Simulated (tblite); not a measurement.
# C5H15NSi2: the cost of one run

Programs: tblite 0.8.0 and PySCF 2.14.0, with density-fitted response routines of our own. Each step states its level of theory. These are calculated values for one molecule in the gas phase, unless marked as measured. Atoms count from 0, in the outputs and in this text.

## Step 1: The starting structure

23 atoms, charge 0, multiplicity 1; geometry from: force field or distance geometry start.

Bonds of the start (Å): C0–Si1 1.85, Si1–C2 1.83, C2–C3 1.33, C3–Si4 1.83, Si4–N5 1.80, N5–C6 1.46, N5–C7 1.42, C0–H8 1.13, C0–H9 1.10, C0–H10 1.10, Si1–H11 1.48, Si1–H12 1.46, C2–H13 1.10, C3–H14 1.09, Si4–H15 1.48, Si4–H16 1.48, C6–H17 1.12, C6–H18 1.10, C6–H19 1.11, C7–H20 1.11, C7–H21 1.11, C7–H22 1.11.

## Step 2: Geometry optimisation with GFN2-xTB

The job: settings as JSON, then the geometry in Å.

```
{"job": {"kind": "relax", "xc": "GFN2-xTB", "basis": "xTB"}, "charge": 0, "multiplicity": 1}
C      4.574400    -0.099600    -0.441800
Si     3.069600    -1.090200    -0.007600
C      1.575500    -0.074900    -0.321000
C      0.442700    -0.203300     0.367400
Si    -0.997300     0.855500    -0.023800
N     -2.567100     0.111100     0.446200
C     -3.575800     1.160300     0.431800
C     -2.844600    -0.937000    -0.477900
H      4.233500     0.973800    -0.445800
H      4.940800    -0.305300    -1.458200
H      5.363900    -0.143100     0.324300
H      3.046400    -1.543600     1.399500
H      2.930600    -2.283200    -0.844100
H      1.569600     0.684400    -1.118300
H      0.367700    -0.927500     1.172900
H     -1.079400     1.007300    -1.490200
H     -0.853100     2.185000     0.610800
H     -3.789600     1.388500     1.510500
H     -4.522200     0.847200    -0.044100
H     -3.211000     2.108000    -0.019700
H     -1.918600    -1.543000    -0.609500
H     -3.657600    -1.602900    -0.112600
H     -3.103100    -0.540400    -1.479600
```

Command:

```
OMP_NUM_THREADS=1 python probes_run.py task.json out
```

One launch serves the whole session: the jobs run in the order shown.

**Question.** How long does this first job take on 1 thread of Arm Neoverse N1, shared host, and how much memory does it need?

About 2.7 s, with a peak of 0.18 GiB.
